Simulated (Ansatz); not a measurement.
# Rb2NaPt: the cost of one run

Method: DFT PBE, scalar-relativistic, plane waves, PAW, in Ansatz 0.2.0.

## Step 1: The structure to begin with

It takes space group I4/mmm (No. 139, tetragonal). The conventional cell has a = 6.129 Å, b = 6.129 Å, c = 7.276 Å, α = 90.00°, β = 90.00°, γ = 90.00°. Rb (site symmetry mmm) has 2 Na at 3.06 Å and 2 Pt at 3.06 Å in its first shell of neighbours. Around Na (site symmetry 4/mmm) lie 4 Rb at 3.06 Å. Pt (site symmetry 4/mmm) is surrounded by 4 Rb at 3.06 Å.

Coordinates:

```cif
data_structure
_symmetry_space_group_name_H-M 'P 1'
_symmetry_Int_Tables_number 1
_cell_length_a 5.6585
_cell_length_b 5.6585
_cell_length_c 5.6585
_cell_angle_alpha 114.414
_cell_angle_beta 114.414
_cell_angle_gamma 99.983
_cell_volume 136.67
loop_
_atom_site_label
_atom_site_type_symbol
_atom_site_fract_x
_atom_site_fract_y
_atom_site_fract_z
_atom_site_occupancy
Rb1 Rb 0.50000 0.00000 0.50000 1
Rb2 Rb 0.00000 0.50000 0.50000 1
Na1 Na 0.50000 0.50000 0.00000 1
Pt1 Pt 0.00000 0.00000 0.00000 1
```

A structure generator made this guess: random cell by space group and Wyckoff sites (I4/mmm, No. 139). Lengths come from tabulated atomic sizes and are only a guess.

## Step 2: Probe: one point on a coarse mesh

Contents of input.yaml:

```yaml
crystal:
  lattice:
    - [-3.06468047, 3.06468047, 3.63784792]
    - [3.06468047, -3.06468047, 3.63784792]
    - [3.06468047, 3.06468047, -3.63784792]
  atoms:
    - { symbol: Rb, position: [0.5, 0.0, 0.5] }
    - { symbol: Rb, position: [0.0, 0.5, 0.5] }
    - { symbol: Na, position: [0.5, 0.5, 0.0] }
    - { symbol: Pt, position: [0.0, 0.0, 0.0] }
basis:
  ecutwfc: 420
kpoints:
  mp_grid: { grid: [4, 4, 4] }
hamiltonian:
  xc: pbe
scf:
  occupations: { method: gaussian, width: 0.1 }
  lower_state_search: "off"
output:
  forces: true
  stress: true
  eigenvalues: true
```

On the command line:

```bash
> ansatz run input.yaml --threads 1 --pin off --max-ram 2560MiB --backend cpu --events-out ev --progress --plain --runs-dir out
```

Q: Estimate wall time and peak memory on 1 thread of AMD EPYC 7B13 (Zen 3), shared host.

About 2.1 s, with a peak of 0.42 GiB.
